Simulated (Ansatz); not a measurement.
# CuCH3 (singlet): the correlation ladder at distance Cu1–C2 = 1.901 Å, def2-SVP

An exercise on one series of results from a longer session: the logs are not shown, and one member is left open.

Computed with Ansatz 0.2.0, Gaussian basis. Level: def2-SVP, core rule «outside noble gas», up to 10 orbitals frozen.

Plan: UHF; CCSD(T) on RHF; CISD; CCSDT(Q) on RHF; CASSCF and NEVPT2, 2 electrons in 2 orbitals; CASSCF and NEVPT2, 8 electrons in 8 orbitals.

17 further runs of the same task are left out: 17 that didn't finish.

## What is computed

The geometry derives from a PBE0/def2-TZVP stationary point (not a proven minimum). One bond is set to the value named and the two fragments are kept rigid.

5 atoms, charge 0, spin multiplicity 1.

Atoms are counted from 1 here; the program's logs count them from 0.

Bond lengths: Cu1–C2 1.901 Å, C2–H3 1.091 Å, C2–H4 1.091 Å, C2–H5 1.091 Å. Angles: Cu1–C2–H3 108.7°, Cu1–C2–H4 108.7°, Cu1–C2–H5 108.7°, H3–C2–H4 110.2°, H3–C2–H5 110.2°, H4–C2–H5 110.2°.

As a file:

```
Cu   -0.3772    0.0029    0.0023
C     1.5236   -0.0118   -0.0094
H     1.8662   -1.0479   -0.0064
H     1.8836    0.5067    0.8809
H     1.8726    0.4978   -0.9091
```

Set-up of the first run:

in.yaml

```yaml
crystal:
  periodic: [false, false, false]
  atoms:
    - {symbol: Cu, position_ang: [-0.377161, 0.002910, 0.002316]}
    - {symbol: C, position_ang: [1.523640, -0.011756, -0.009355]}
    - {symbol: H, position_ang: [1.866198, -1.047900, -0.006366]}
    - {symbol: H, position_ang: [1.883641, 0.506670, 0.880916]}
    - {symbol: H, position_ang: [1.872582, 0.497849, -0.909073]}
basis:
  gaussian: {orbitals: def2-SVP}
magnetization: {spin_polarized: true, initial_magnetization: 0}
hamiltonian: {xc: hf}
output: {orbitals: {seedname: orbitals}}
```

Command:

```bash
$ ansatz run in.yaml --threads 1 --pin off --events-out ev --progress --plain --max-ram 2393MiB
```

Steps of the session up to this table: UHF; CCSD(T) on RHF; CISD; CCSDT(Q) on RHF; CASSCF and NEVPT2, 2 electrons in 2 orbitals; CASSCF and NEVPT2, 8 electrons in 8 orbitals.

One of the session's tables, all rows but one given; the rest of the session is left out.

It belongs to the step «Misses and costs». 

```
     method  from RCCSDT(Q) (kcal/mol)
        RHF                    +294.37
       RMP2                      -1.08
       CISD                     +38.07
      RCCSD                     +11.15
   RCCSD(T)                      -0.77
     RCCSDT                          ?
  RCCSDT(Q)                          0
CASSCF pair                    +283.47
NEVPT2 pair                      -0.80
```

**Question.** Estimate the row for RCCSDT.

**Answer.** from RCCSDT(Q) (kcal/mol): -1.09. In the column «from RCCSDT(Q) (kcal/mol)» it is the lowest.

Left out of the table: CASSCF frontier, NEVPT2 frontier (the active space lost an orbital or holds another state than full CI finds).

Caveats from the session: Warnings in the runs' records: passed over end.
